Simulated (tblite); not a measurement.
# C10H19: the cost of one run

Computed with tblite 0.8.0 and PySCF 2.14.0, with density-fitted response routines of our own, on a single molecule in the gas phase. Atoms are numbered from 0 throughout.

**1. The starting structure**

29 atoms, charge 1, multiplicity 1; geometry from: force field or distance geometry start.

Bonds of the start (Å): C0–C1 1.51, C1–C2 1.33, C2–C3 1.49, C2–C4 1.49, C4–C5 1.50, C5–C6 1.50, C4–C7 1.50, C7–C8 1.49, C7–C9 1.50, C0–H10 1.10, C0–H11 1.12, C0–H12 1.09, C1–H13 1.07, C3–H14 1.08, C3–H15 1.11, C3–H16 1.11, C4–H17 1.12, C5–H18 1.10, C5–H19 1.11, C6–H20 1.13, C6–H21 1.11, C6–H22 1.08, C8–H23 1.11, C8–H24 1.12, C8–H25 1.11, C9–H26 1.09, C9–H27 1.12, C9–H28 1.12.

**2. Relaxing the molecule with GFN2-xTB**

Job settings and geometry (Å):

```
{"job": {"kind": "relax", "xc": "GFN2-xTB", "basis": "xTB"}, "charge": 1, "multiplicity": 1}
C      3.068000     0.160800    -1.016300
C      1.569800     0.355200    -0.970200
C      0.878400     0.157300     0.142900
C      1.568500    -0.255800     1.399400
C     -0.601000     0.333500     0.247100
C     -1.257500     0.930000    -0.966700
C     -0.713500     2.294200    -1.267600
C     -1.298100    -0.933000     0.653100
C     -1.187600    -2.156400    -0.193900
C     -2.110200    -0.949900     1.909200
H      3.527400     1.054000    -0.560900
H      3.393600     0.167300    -2.088800
H      3.387800    -0.795500    -0.605100
H      1.103900     0.653100    -1.885900
H      2.624700    -0.447500     1.249300
H      1.480200     0.546700     2.158800
H      0.988700    -1.123100     1.788500
H     -0.787800     1.080800     1.066400
H     -1.236400     0.244000    -1.823300
H     -2.331600     1.057800    -0.705500
H     -1.511900     3.052800    -1.001100
H      0.177000     2.485500    -0.635200
H     -0.445000     2.438200    -2.302600
H     -0.152900    -2.559000    -0.262000
H     -1.802700    -2.956500     0.285600
H     -1.503900    -1.987200    -1.241600
H     -2.964000    -1.624000     1.830800
H     -1.430700    -1.301600     2.721700
H     -2.453100     0.106100     2.084700
```

On the command line:

```sh
> OMP_NUM_THREADS=1 python probes_run.py task.json out
```

One launch serves the whole session: the jobs run in the order shown.

Q: Estimate the wall time and peak memory of this first job on 1 thread of Arm Neoverse N1, shared host.

About 4.8 s, with a peak of 0.18 GiB.
